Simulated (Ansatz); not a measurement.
Consider a convergence test of the plane-wave cutoff of BaRhO₃, space group Pm-3m (Ansatz 0.2.0 through its Python package).

The script, `barho3.py`:
```python
import warnings

import ansatz as az
from ase import Atoms


def main() -> None:
    warnings.simplefilter("ignore", az.DeckWarning)

    atoms = Atoms(
        ["Ba", "Rh", "O", "O", "O"],
        scaled_positions=[
            (0.0, 0.0, 0.0),
            (0.5, 0.5, 0.5),
            (0.5, 0.0, 0.5),
            (0.0, 0.5, 0.5),
            (0.5, 0.5, 0.0),
        ],
        cell=[
            (4.0945, 0.0, 0.0),
            (0.0, 4.0945, 0.0),
            (0.0, 0.0, 4.0945),
        ],
        pbc=True,
    )
    xtal = az.Crystal.from_ase(atoms)

    setup = xtal.calculation()
    setup = setup.kpoints(7, center="monkhorst-pack")
    setup = setup.scf(tolerance=1e-06)
    setup = setup.functional("lda")
    setup = setup.occupations("gaussian", width=0.1)

    rows = []
    for value in [250, 300, 350, 400, 450, 500]:
        rep = setup.basis(value).run(threads=1).report
        rows.append((value, rep["free_energy_ev"] / len(rep["lattice"]["sites"]), rep["n_iterations"], rep["n_pw"]))

    print(" cutoff (eV)   F/atom (eV)    iterations   plane waves")
    for row in rows:
        print(f"{str(row[0]):>12s}  {row[1]:12.5f}  {row[2]:12d}  {row[3]:12d}")

    for row in rows[:-1]:
        shift = 1000 * (row[1] - rows[-1][1])
        print(f"{row[0]}: {shift:+.2f} meV/atom" + ("  (within 5 meV)" if abs(shift) < 5 else ""))


if __name__ == "__main__":
    main()
```

From which cutoff on is the energy per atom within 5 meV of the last row, and how does it get there?

From 450 eV on it stays within 5 meV an atom of the value at 500 eV; the first row (250 eV) is off by 1525.8 meV and the last but one by 1.49 meV. The energy falls steadily, as expected when plane waves are added.

The output:

```console
$ python barho3.py
 cutoff (eV)   F/atom (eV)    iterations   plane waves
         250   -2743.37311             7           619
         300   -2744.53721             6           799
         350   -2744.82537             6          1021
         400   -2744.88666             6          1237
         450   -2744.89740             6          1503
         500   -2744.89889             6          1743
250: +1525.78 meV/atom
300: +361.68 meV/atom
350: +73.53 meV/atom
400: +12.23 meV/atom
450: +1.49 meV/atom  (within 5 meV)
```

Reading the output:
- The cell holds an odd number of electrons and is run without spin, so a magnetic state may lie lower.
- For a metal this k-point mesh is coarse: on a finer one energies can move by several to tens of meV an atom and pressures by half a GPa or more, differences at one mesh by less.
- The structure comes from a database of computed cells and needn't be a stable or known phase.
- Shifts are counted from the last row, which is itself no proven limit.
- The script silences the warnings on its input, which a real study should read.
- Cost: of the order of 11 core-seconds.

(Lines on the test bed's own set-up are left out of the output.)
